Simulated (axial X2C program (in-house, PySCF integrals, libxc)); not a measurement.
# A two-component session on HfBr: EOM-EA-CCSD levels

Wanted for HfBr: EOM-EA-CCSD levels, at the two-component level.

Computed with an in-house X2C program for linear molecules on PySCF integrals. Level: two-component X2C with atomic mean-field terms, Hf dyall-acv3z, Br dyall-acv3z.

All values are calculated.

## 1. Set-up

Contents of task.json:

```json
{"zs": [72, 35], "q": 0, "bas": ["dyall-acv3z", "dyall-acv3z"], "r0": 2.66, "eom": "ea", "thr": -2.0, "nmax": 92, "grid": [1, 0.96, 1.045, 0.92, 1.09, 1.15]}
```

Keys: zs atomic numbers; q charge; bas basis sets; r0 starting distance in Å; eom kind of EOM run; thr threshold in hartree for freezing inner shells (an s shell follows its p shell); nmax most natural virtual spinors; grid distances as factors.

Run with:

```bash
$ python soeom.py task.json out
```

The runs that follow: EOM-EA-CCSD at 2.450 Å.

Before running it: what results should come out? Wanted: next root led by one particle; T1 of the reference.

As calculated:

| quantity | value |
| --- | --- |
| lowest root at 2.450 Å | Ω = 3/2, 6.674 eV |
| next root led by one particle | Ω = 1/2, about 1510 cm⁻¹ higher |
| T1 of the reference | 0.027 |

What this shows: The added electron is bound by 6.67 eV in a spinor of 91% Hf dδ. Errors of 0.1 to 0.3 eV are usual at this size, and roots led by higher excitations are left out, so the list is incomplete, and low states of that kind can be missing. T1 or the largest double amplitude of the reference is raised, which lowers the reliability.
